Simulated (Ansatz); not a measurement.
# Alloy of InP and GaP (8 of 32 In sites exchanged), 64 atoms, part 2 of 2

Ansatz 0.2.0, PAW. Earlier steps stand in the parts before.

### Step 3. Single point with HSE06

The input, in.yaml:

```yaml
crystal:
  lattice:
    - [11.534706, 0.000000, 0.000000]
    - [0.000000, 11.534706, 0.000000]
    - [0.000000, 0.000000, 11.534706]
  atoms:
    - { symbol: In, position: [0.997986, 0.995465, 0.002681] }
    - { symbol: In, position: [0.002724, 0.995374, 0.497535] }
    - { symbol: In, position: [0.002901, 0.505469, 0.001858] }
    - { symbol: In, position: [0.007086, 0.505003, 0.498526] }
    - { symbol: In, position: [0.502455, 0.997535, 0.994679] }
    - { symbol: In, position: [0.497679, 0.502611, 0.995463] }
    - { symbol: In, position: [0.494176, 0.502535, 0.503714] }
    - { symbol: In, position: [0.253012, 0.256141, 0.998070] }
    - { symbol: In, position: [0.254840, 0.252254, 0.502234] }
    - { symbol: In, position: [0.250699, 0.745439, 0.999605] }
    - { symbol: In, position: [0.747027, 0.249689, 0.997038] }
    - { symbol: In, position: [0.745212, 0.247963, 0.502651] }
    - { symbol: In, position: [0.747918, 0.752563, 0.500217] }
    - { symbol: In, position: [0.249785, 0.995814, 0.254333] }
    - { symbol: In, position: [0.256515, 0.997846, 0.745373] }
    - { symbol: In, position: [0.750437, 0.995484, 0.249643] }
    - { symbol: In, position: [0.742614, 0.997904, 0.750093] }
    - { symbol: In, position: [0.752622, 0.504735, 0.247718] }
    - { symbol: In, position: [0.745690, 0.501710, 0.752224] }
    - { symbol: In, position: [0.002751, 0.252172, 0.250131] }
    - { symbol: In, position: [0.002529, 0.253593, 0.750312] }
    - { symbol: In, position: [0.003015, 0.747919, 0.750109] }
    - { symbol: In, position: [0.497318, 0.250891, 0.252737] }
    - { symbol: In, position: [0.498158, 0.750509, 0.251888] }
    - { symbol: Ga, position: [0.496917, 0.996885, 0.503906] }
    - { symbol: Ga, position: [0.252175, 0.746230, 0.498839] }
    - { symbol: Ga, position: [0.749180, 0.748740, 0.999141] }
    - { symbol: Ga, position: [0.248040, 0.504688, 0.252389] }
    - { symbol: Ga, position: [0.255327, 0.502950, 0.747517] }
    - { symbol: Ga, position: [0.001605, 0.747078, 0.250182] }
    - { symbol: Ga, position: [0.496115, 0.249012, 0.747386] }
    - { symbol: Ga, position: [0.497435, 0.749191, 0.746024] }
    - { symbol: P, position: [0.127426, 0.124350, 0.123887] }
    - { symbol: P, position: [0.125777, 0.124349, 0.623170] }
    - { symbol: P, position: [0.126337, 0.625927, 0.137833] }
    - { symbol: P, position: [0.140688, 0.625741, 0.625904] }
    - { symbol: P, position: [0.623642, 0.123822, 0.124880] }
    - { symbol: P, position: [0.608165, 0.123201, 0.625303] }
    - { symbol: P, position: [0.628831, 0.631825, 0.117933] }
    - { symbol: P, position: [0.618177, 0.631629, 0.629594] }
    - { symbol: P, position: [0.368886, 0.386514, 0.133062] }
    - { symbol: P, position: [0.375278, 0.375595, 0.638065] }
    - { symbol: P, position: [0.374769, 0.875104, 0.122426] }
    - { symbol: P, position: [0.380377, 0.866157, 0.616488] }
    - { symbol: P, position: [0.875142, 0.374776, 0.121797] }
    - { symbol: P, position: [0.874785, 0.379005, 0.623015] }
    - { symbol: P, position: [0.874315, 0.859113, 0.125524] }
    - { symbol: P, position: [0.875083, 0.875068, 0.626106] }
    - { symbol: P, position: [0.380544, 0.116854, 0.383708] }
    - { symbol: P, position: [0.381404, 0.131049, 0.868502] }
    - { symbol: P, position: [0.363253, 0.624158, 0.374310] }
    - { symbol: P, position: [0.374526, 0.626469, 0.860388] }
    - { symbol: P, position: [0.875414, 0.124404, 0.374894] }
    - { symbol: P, position: [0.874463, 0.123270, 0.873441] }
    - { symbol: P, position: [0.881033, 0.632971, 0.370937] }
    - { symbol: P, position: [0.869168, 0.630801, 0.880960] }
    - { symbol: P, position: [0.134515, 0.380851, 0.369577] }
    - { symbol: P, position: [0.132708, 0.387870, 0.867635] }
    - { symbol: P, position: [0.125152, 0.858809, 0.375429] }
    - { symbol: P, position: [0.127944, 0.875375, 0.874593] }
    - { symbol: P, position: [0.624183, 0.379963, 0.375835] }
    - { symbol: P, position: [0.615027, 0.366521, 0.866646] }
    - { symbol: P, position: [0.616925, 0.882134, 0.382406] }
    - { symbol: P, position: [0.622924, 0.858901, 0.873164] }
  symmetry: { detect: false }
kpoints:
  mp_grid: { grid: [1, 1, 1], shift: [0.25, 0.25, 0.25] }
hamiltonian:
  xc: hse06
scf:
  occupations: { method: fermi_dirac, width: 0.01 }
output:
  forces: true
  eigenvalues: true
  populations: true
  eigenstates: { kpoints: [[0.25, 0.25, 0.25]], e_range: [-6.0, 6.0], localisation: true }
```

On the command line:

```bash
$ ansatz run in.yaml --threads 4 --pin off --max-ram 42750MiB --runs-dir r --events-out ev --progress --plain --backend cuda --devices 0, --max-vram 37GiB
```

Output:

```text
Pseudopotentials: kind: paw
Functional definition: HSE06
  parameter a = 0.25
  parameter omega = 0.11/bohr
  exchange = pbe_x - a*pbe_x_sr(omega) + a*exact_x_sr(omega)
  correlation = pbe_c
Crystal: 64 atoms, lattice volume = 1534.686 Å³
Basis set: ecut = 420 eV, 30047 PW (Γ), exchange–correlation on 160×160×160 points (8 copies of the dense FFT grid, shifted against one another)
Bands: 352, of which v1, the nominal top of the filled ones, is band 288 counted from 1 (287 counted from 0)
Symmetry: 1 space group operations
k-points: 1
Non-local potential: In, projectors of the file, l = 0: 2, l = 1: 2, l = 2: 2, l = 3: 2
Non-local potential: Ga, projectors of the file, l = 0: 2, l = 1: 2, l = 2: 3, l = 3: 1
Non-local potential: P, projectors of the file, l = 0: 2, l = 1: 2, l = 2: 2
PAW form: soft (Blöchl's): semilocal exchange-correlation on the pseudo side does not see the compensation charge
PAW frozen core: In, regenerated for the run's functional, and the local potential with it (the file was generated under x = pbe(κ = 0.804, μ = 0.2195149727645171), c = pbe(β = 0.06672455060314922))
PAW frozen core: Ga, regenerated for the run's functional, and the local potential with it (the file was generated under x = pbe(κ = 0.804, μ = 0.2195149727645171), c = pbe(β = 0.06672455060314922))
PAW frozen core: P, regenerated for the run's functional, and the local potential with it (the file was generated under x = pbe(κ = 0.804, μ = 0.2195149727645171), c = pbe(β = 0.06672455060314922))
PAW one-centre angular grid: In, 590 points (default); XC on 64 Gauss nodes
PAW one-centre angular grid: Ga, 590 points (default); XC on 64 Gauss nodes
PAW one-centre angular grid: P, 110 points (default); XC on 64 Gauss nodes
Initial density: superposition of atomic densities (neutral atoms: chi_scale 0, normalization atom), corrected by the library's trained network
Initial wavefunctions: pseudopotential atomic-orbital guess
Functional: x = pbe(κ = 0.804, μ = 0.2195149727645171), c = pbe(β = 0.06672455060314922), warm-up for x = pbe(κ = 0.804, μ = 0.2195149727645171) + 0.25 (exact − pbe) at short range (hse, ω = 0.20786987370883472 Å⁻¹), c = pbe(β = 0.06672455060314922); HSE06 as pw.x's `hse` composes it (authors' and Libxc's form: `xc: wpbeh`)
SCF iter   1: F=—  HF=-188811.097800 eV  |F-HF|=—  |Δ(HF+E_count)|=         —  Δρ=2.70e-3  dr2=1.71e-1  ethr=1.77e-3  ⟨swp⟩=20.0  Hψ=1916  notcnv=1
preconditioner: auto → none  [insulator: Δε(μ)=1.735 eV  Ē_g=13.443 eV  σ=0.010 eV  W_gap=1.00  n_scr=340 (ndim 8)  ℏωp=22.7 eV  f_vac=0.017  D(μ)=0.00/eV (n_scr^D=0)]
SCF iter   2: F=—  HF=-188811.094107 eV  |F-HF|=—  |Δ(HF+E_count)|=   3.69e-3  Δρ=9.44e-4  dr2=2.57e-2  ethr=2.97e-5  ⟨swp⟩=12.0  Hψ=1321  notcnv=0  defer=18
SCF iter   3: F=—  HF=-188811.097752 eV  |F-HF|=—  |Δ(HF+E_count)|=   3.64e-3  Δρ=5.86e-4  dr2=3.90e-2  ethr=4.47e-6  ⟨swp⟩=8.0  Hψ=1191  notcnv=0  defer=58
SCF iter   4: F=—  HF=-188811.092448 eV  |F-HF|=—  |Δ(HF+E_count)|=   5.30e-3  Δρ=3.50e-4  dr2=3.86e-3  ethr=4.47e-6  ⟨swp⟩=10.0  Hψ=1122  notcnv=0  defer=12
iter 5 solved again at ethr=6.12e-8 eV; its pass at ethr=6.70e-7 eV (dr2=3.52e-4 eV) is discarded
SCF iter   5: F=—  HF=-188811.092617 eV  |F-HF|=—  |Δ(HF+E_count)|=   1.69e-4  Δρ=1.24e-4  dr2=3.71e-4  ethr=6.12e-8  ⟨swp⟩=7.0  Hψ=1668  notcnv=0  defer=7
SCF iter   6: F=-188811.092677 eV  HF=-188811.092695 eV  |F-HF|=1.84e-5  |Δ(HF+E_count)|=   7.81e-5  Δρ=4.30e-5  dr2=6.28e-5  ethr=6.12e-8  ⟨swp⟩=6.0  Hψ=774  notcnv=0  defer=8
SCF 1 stopped early in 6 iterations: F = -188811.092677 eV  dr2 = 6.28e-5
Initial density: handed on by an earlier stage of this run
Initial wavefunctions: those handed on with the density
Functional: x = pbe(κ = 0.804, μ = 0.2195149727645171) + 0.25 (exact − pbe) at short range (hse, ω = 0.20786987370883472 Å⁻¹), c = pbe(β = 0.06672455060314922); HSE06 as pw.x's `hse` composes it (authors' and Libxc's form: `xc: wpbeh`)
Exchange kernel: α = 0.2500, screened, ω = 0.2079 Å⁻¹, Wigner–Seitz truncation, v(0) = 966.0217 eV·Å³, q-mesh 1×1×1, nearest image of the exchange supercell L = 11.53 Å, pair-density grid 54×54×54, without the augmentation charges, whose exchange is taken in its separable form (sized by the pseudopotential files, 80×80×80 at the most)
Frozen-core exchange: fock
SCF iter   1: F=—  HF=-188928.178715 eV  |F-HF|=—  |Δ(HF+E_count)|=         —  Δρ=7.60e-3  dr2=4.25e-1  ethr=1.09e-7  ⟨swp⟩=17.0  Hψ=2584  notcnv=0
preconditioner: auto → none  [insulator: Δε(μ)=2.519 eV  Ē_g=15.569 eV  σ=0.010 eV  W_gap=1.00  n_scr=340 (ndim 8)  ℏωp=22.7 eV  f_vac=0.012  D(μ)=0.00/eV (n_scr^D=0)]
SCF iter   2: F=—  HF=-188928.020444 eV  |F-HF|=—  |Δ(HF+E_count)|=   1.58e-1  Δρ=1.90e-3  dr2=6.04e-2  ethr=1.09e-7  ⟨swp⟩=5.0  Hψ=1594  notcnv=0
SCF iter   3: F=—  HF=-188928.220341 eV  |F-HF|=—  |Δ(HF+E_count)|=   2.00e-1  Δρ=1.98e-3  dr2=3.16e-2  ethr=1.09e-7  ⟨swp⟩=8.0  Hψ=1670  notcnv=0
SCF iter   4: F=—  HF=-188928.215394 eV  |F-HF|=—  |Δ(HF+E_count)|=   4.95e-3  Δρ=6.04e-4  dr2=7.55e-3  ethr=1.09e-7  ⟨swp⟩=5.0  Hψ=1469  notcnv=0
SCF iter   5: F=—  HF=-188928.216651 eV  |F-HF|=—  |Δ(HF+E_count)|=   1.26e-3  Δρ=2.98e-4  dr2=1.34e-2  ethr=1.09e-7  ⟨swp⟩=5.0  Hψ=1449  notcnv=0
SCF iter   6: F=—  HF=-188928.214468 eV  |F-HF|=—  |Δ(HF+E_count)|=   2.18e-3  Δρ=6.17e-5  dr2=4.67e-4  ethr=1.09e-7  ⟨swp⟩=6.0  Hψ=1260  notcnv=0
SCF iter   7: F=—  HF=-188928.218690 eV  |F-HF|=—  |Δ(HF+E_count)|=   4.22e-3  Δρ=1.44e-4  dr2=1.92e-4  ethr=1.32e-8  ⟨swp⟩=6.0  Hψ=1506  notcnv=0
SCF iter   8: F=-188928.218594 eV  HF=-188928.218606 eV  |F-HF|=1.10e-5  |Δ(HF+E_count)|=   8.43e-5  Δρ=2.15e-5  dr2=1.99e-5  ethr=1.32e-8  ⟨swp⟩=4.0  Hψ=842  notcnv=0
SCF 2 stopped early in 8 iterations: F = -188928.218594 eV  dr2 = 1.99e-5
  Residual-converged pass: ⟨swp⟩=5.0  Hψ=1027  notcnv=0  max |occ|·‖R‖ = 6.1e-6 eV (tolerance 6.7e-6 eV)  dr2=2.13e-5  dr2_onsite=2.09e-7  max |Δocc| = 0.0e0
hybrid outer 1: dexx = +2.285e-1 eV, tail = 3.61e-4 eV
SCF iter   1: F=—  HF=-188928.213201 eV  |F-HF|=—  |Δ(HF+E_count)|=         —  Δρ=4.62e-5  dr2=3.44e-5  ethr=3.14e-7  ⟨swp⟩=15.0  Hψ=987  notcnv=0
preconditioner: auto → none  [insulator: Δε(μ)=2.564 eV  Ē_g=15.500 eV  σ=0.010 eV  W_gap=1.00  n_scr=340 (ndim 8)  ℏωp=22.7 eV  f_vac=0.013  D(μ)=0.00/eV (n_scr^D=0)]
SCF iter   2: F=—  HF=-188928.213203 eV  |F-HF|=—  |Δ(HF+E_count)|=   2.04e-6  Δρ=1.92e-5  dr2=1.73e-5  ethr=5.24e-9  ⟨swp⟩=4.0  Hψ=1009  notcnv=0
SCF iter   3: F=—  HF=-188928.213199 eV  |F-HF|=—  |Δ(HF+E_count)|=   3.44e-6  Δρ=7.00e-6  dr2=2.21e-6  ethr=2.28e-9  ⟨swp⟩=3.0  Hψ=707  notcnv=0
SCF iter   4: F=—  HF=-188928.213210 eV  |F-HF|=—  |Δ(HF+E_count)|=   1.09e-5  Δρ=7.04e-6  dr2=1.24e-6  ethr=1.33e-10  ⟨swp⟩=7.0  Hψ=1419  notcnv=0  defer=5
SCF iter   5: F=—  HF=-188928.213210 eV  |F-HF|=—  |Δ(HF+E_count)|=   2.22e-7  Δρ=2.35e-6  dr2=5.75e-7  ethr=1.33e-10  ⟨swp⟩=6.0  Hψ=807  notcnv=0
SCF iter   6: F=—  HF=-188928.213210 eV  |F-HF|=—  |Δ(HF+E_count)|=   1.16e-7  Δρ=9.23e-7  dr2=5.91e-8  ethr=9.08e-11  ⟨swp⟩=3.0  Hψ=687  notcnv=0
SCF iter   7: F=-188928.213210 eV  HF=-188928.213210 eV  |F-HF|=2.11e-8  |Δ(HF+E_count)|=   2.81e-7  Δρ=1.15e-6  dr2=3.38e-8  ethr=4.09e-12  ⟨swp⟩=7.0  Hψ=1319  notcnv=0  defer=9
SCF 3 converged in 7 iterations: F = -188928.213210 eV  dr2 = 3.38e-8
  Residual-converged pass: ⟨swp⟩=2.0  Hψ=617  notcnv=0  max |occ|·‖R‖ = 2.1e-6 eV (tolerance 2.5e-6 eV)  dr2=3.38e-8  dr2_onsite=1.15e-9  max |Δocc| = 0.0e0
[... from here the SCF cycle lines were not kept, up to the last twenty ...]
hybrid outer 2: dexx = +1.185e-5 eV, tail = 1.62e-7 eV, Δε = 3.89e-3 eV (about 1.08e-4 eV left of the loop's levels), ΔF = 3.67e-3 eV/Å (tail 3.90e-4)
NSCF: frozen V_eff on 1 k-points
hybrid SCF converged: 2 outer / 15 inner (+6 warm-up), last move |dexx| = 1.19e-5 eV, tail = 1.62e-7 eV
Stability not checked: this state was not tested for a lower state beside it, because the functional holds exact exchange (a hybrid, or Hartree-Fock), whose exchange loop this test does not read (fock_operator; see scf.lower_state_search)
Free energy (F): -188928.213209 eV
Harris-Foulkes:  -188928.213209 eV  (|F-HF|=2.11e-8)
Internal energy: -188928.213209 eV  (E = F + TS)
E sigma→0 (E₀):  -188928.213209 eV
Fermi energy:    7.651635 eV
--- Per-component energies (eV) ---
  E_band       = -2709.305824
  E_kinetic    = 9006.359761
  E_local      = -51572.557508  (includes V_loc(G=0)·N_el)
  E_nonlocal   = 13310.493735
  E_hartree    = 21640.164366
  E_xc         = -6142.138582
  E_vxc        = -3845.938730  (∫ρ·V_xc dr)
  E_exx        = -1421.232171  (= α·E_x^exact, valence–valence)
  E_paw        = -134150.699946  (= ΣΔE_a)
  E_vpaw       = -10045.514778  (= ΣTr[D̂ρ^β])
  E_aug_tail   = -0.000167  (compensation charges beyond the density's cutoff)
  E_ewald      = -39609.349291
  E_core_change = 10.746590  (= ΣΔE_core)
  E_smearing   = -0.000000  (= −TS)
  E_closure    = 0.000003  (closes the sum)
  Σ components = -188928.213209   (vs F -188928.213209, Δ=-2.91e-11)
--- Forces (eV/Å), atoms counted from 1 ---
  atom   1  In    -0.00398305     0.00352076    -0.01501121
  atom   2  In    -0.00109708     0.00193828    -0.00755969
  atom   3  In    -0.00374898    -0.01355838    -0.00048787
  atom   4  In     0.00007034    -0.00385451    -0.00738562
  atom   5  In    -0.01031089     0.00386899     0.00044656
  atom   6  In     0.01556040    -0.00272499    -0.01596092
  atom   7  In    -0.00310895    -0.01125244    -0.00433237
  atom   8  In    -0.01472344    -0.00140366    -0.00654699
  atom   9  In    -0.00811758     0.00831303    -0.00281088
  atom  10  In    -0.00900808    -0.00397382    -0.01119571
  atom  11  In    -0.00513846     0.00894667    -0.00858115
  atom  12  In    -0.00520849    -0.00185023    -0.00833652
  atom  13  In    -0.00544168    -0.01340012    -0.00662841
  atom  14  In    -0.00781655    -0.00115027     0.00434002
  atom  15  In    -0.01293250     0.00336128    -0.00259235
  atom  16  In    -0.01172496     0.00290211     0.00217578
  atom  17  In     0.00541438     0.00055096    -0.01745955
  atom  18  In    -0.00188058    -0.01110513    -0.00112039
  atom  19  In    -0.01434899    -0.00501064    -0.00300632
  atom  20  In    -0.00123961     0.00447599    -0.00444049
  atom  21  In    -0.00191638    -0.00126119    -0.01510827
  atom  22  In    -0.00661966    -0.00284630    -0.01071641
  atom  23  In     0.00505103    -0.00840999     0.00247847
  atom  24  In    -0.00310830    -0.00656640    -0.00059606
  atom  25  Ga     0.00095445     0.00140894    -0.00339978
  atom  26  Ga    -0.00343760    -0.00176812    -0.00618945
  atom  27  Ga    -0.00535378    -0.00505003    -0.00646541
  atom  28  Ga    -0.00787384     0.00036645     0.00073238
  atom  29  Ga    -0.00872737    -0.01054668    -0.01575392
  atom  30  Ga     0.00450080    -0.01527302     0.00781800
  atom  31  Ga     0.00720069     0.00356526    -0.01531664
  atom  32  Ga     0.00076867    -0.01486468    -0.00260725
  atom  33  P      0.00685649    -0.00119826     0.01138738
  atom  34  P      0.01057783    -0.00069839     0.00282908
  atom  35  P     -0.00066394     0.00120399    -0.04276244
  atom  36  P     -0.03992069    -0.00312002    -0.00306571
  atom  37  P      0.00847391    -0.00432331     0.00312588
  atom  38  P      0.04513563     0.00402271     0.01492023
  atom  39  P     -0.02890433    -0.02038239     0.01882169
  atom  40  P      0.02648891    -0.00937086    -0.02389368
  atom  41  P      0.01623875    -0.01973454    -0.02096694
  atom  42  P     -0.00008349    -0.00534672    -0.03939917
  atom  43  P      0.01791651    -0.00199658     0.00040503
  atom  44  P     -0.01229228     0.02045133     0.02555327
  atom  45  P      0.00400464     0.00774059     0.00259342
  atom  46  P      0.00930112    -0.00012581     0.01086225
  atom  47  P      0.01062505     0.05392568     0.00764497
  atom  48  P     -0.00085682     0.00056924     0.01667455
  atom  49  P     -0.02879241     0.02092107    -0.02557051
  atom  50  P     -0.02351879    -0.03624663     0.02829929
  atom  51  P      0.04856343     0.01792713     0.01098914
  atom  52  P      0.01154724     0.02132055     0.06202332
  atom  53  P      0.00915521    -0.00309777     0.00374961
  atom  54  P     -0.00099980    -0.00479050     0.01188838
  atom  55  P     -0.02334846    -0.01667166     0.02029117
  atom  56  P      0.02192550    -0.01838611    -0.01730985
  atom  57  P     -0.02273582    -0.02925411     0.02975890
  atom  58  P     -0.02250286    -0.01663323     0.03010267
  atom  59  P      0.00783342     0.05771823     0.00459002
  atom  60  P      0.00185051     0.00327117     0.00387237
  atom  61  P     -0.00271223     0.00971425     0.00036408
  atom  62  P      0.04509292     0.03599763     0.04237859
  atom  63  P      0.01848127    -0.01841048    -0.02128553
  atom  64  P      0.00444995     0.04758987     0.01262713
  max |Σ_I F_I| component: 1.60e-4 eV/Å
--- Band table (eV) ---
  k-point 0: bands = [... 276 lower levels ..., "5.4987", "5.5245", "5.5776", "5.5938", "5.6134", "5.6431", "5.6857", "5.8607", "5.9202", "5.9759", "6.3612", "6.3673", "8.9316", "9.1048", "9.2434", "9.2616", "9.2828", "9.5471", "9.6370", "9.6881", "9.7126", "9.7423", "9.7956", "9.8258", ... 52 higher levels ...]
--- Löwdin populations: 64 sites ---
  site symbol       q [e]
     0     In     12.6561
     1     In     12.6623
     2     In     12.6609
     3     In     12.6527
     4     In     12.6614
     5     In     12.6545
     6     In     12.6576
     7     In     12.6483
     8     In     12.6599
     9     In     12.6573
    10     In     12.6650
    11     In     12.6481
    12     In     12.6602
    13     In     12.6560
    14     In     12.6517
    15     In     12.6557
    16     In     12.6529
    17     In     12.6570
    18     In     12.6574
    19     In     12.6576
    20     In     12.6511
    21     In     12.6525
    22     In     12.6489
    23     In     12.6539
    24     Ga     12.8942
    25     Ga     12.8831
    26     Ga     12.8858
    27     Ga     12.8955
    28     Ga     12.8947
    29     Ga     12.8840
    30     Ga     12.8959
    31     Ga     12.8848
    32      P      5.3018
    33      P      5.3034
    34      P      5.1771
    35      P      5.1764
    36      P      5.3025
    37      P      5.1787
    38      P      5.2352
    39      P      5.2364
    40      P      5.2382
    41      P      5.1781
    42      P      5.3029
    43      P      5.1214
    44      P      5.3038
    45      P      5.3010
    46      P      5.1826
    47      P      5.3032
    48      P      5.2375
    49      P      5.2342
    50      P      5.1753
    51      P      5.1769
    52      P      5.3015
    53      P      5.3011
    54      P      5.2362
    55      P      5.2362
    56      P      5.2377
    57      P      5.2392
    58      P      5.1820
    59      P      5.3019
    60      P      5.3016
    61      P      5.2398
    62      P      5.2374
    63      P      5.1828
  spilling = 0.002568 (of n_electrons = 576.000000)
```

Wall time 43 s (1 × NVIDIA H100 80GB HBM3 with 4 threads of AMD EPYC 7R13, shared host); peak host memory 4.3 GiB.

Spacing of the frontier levels at the single k point (¼, ¼, ¼): 2.56 eV (6.367 to 8.932 eV).

Frontier states and how far they spread:

| level (eV) | spin | filling | atoms sharing it | main element | its share | largest atom |
| --- | --- | --- | --- | --- | --- | --- |
| -0.39 | both | 2.00 | 41.5 | P | 0.76 | – |
| -0.01 | both | 2.00 | 46.8 | P | 0.78 | – |
| 0.00 | both | 2.00 | 45.5 | P | 0.78 | – |
| 2.56 | both | 0.00 | 58.8 | P | 0.47 | – |
| 2.74 | both | 0.00 | 56.7 | P | 0.49 | – |
| 2.88 | both | 0.00 | 56.3 | P | 0.44 | – |
| 2.89 | both | 0.00 | 58.7 | P | 0.44 | – |
| 2.92 | both | 0.00 | 58.6 | P | 0.44 | – |

Forces by HSE06 reach 0.07 eV/Å at most on these atoms (on P62).

### Step 4. What came out

The summary covers parts 1 to 2. Changes of volume or cell count from the first structure of part 1.

| level | time | top filled to lowest empty (eV) |
| --- | --- | --- |
| PBEsol, relaxation | 7.8 s (GPU) | 1.65 |
| HSE06 | 43 s (GPU) | 2.56 |

```
     quantity                                                                         value
   relaxation                                              5 recorded steps, 2.38 eV gained
largest shift                                                                  0.21 Å (P47)
 relaxed cell  a = 11.535 Å, b = 11.535 Å, c = 11.535 Å, α = 90.00°, β = 90.00°, γ = 90.00°
   mean bonds                                                      Ga–P 2.390, In–P 2.536 Å
```

**Reading.** Relaxation gains 2.38 eV, with shifts up to 0.21 Å (P47), while the volume changes by -0.0 %. The mean lengths of the listed bonds run from Ga–P 2.39 Å to In–P 2.54 Å. At the same k points, PBEsol gives a spacing 0.92 eV smaller than the 2.56 eV of HSE06. With one k point the spacing samples only the states that fold onto it, so it can exceed the gap over the zone.
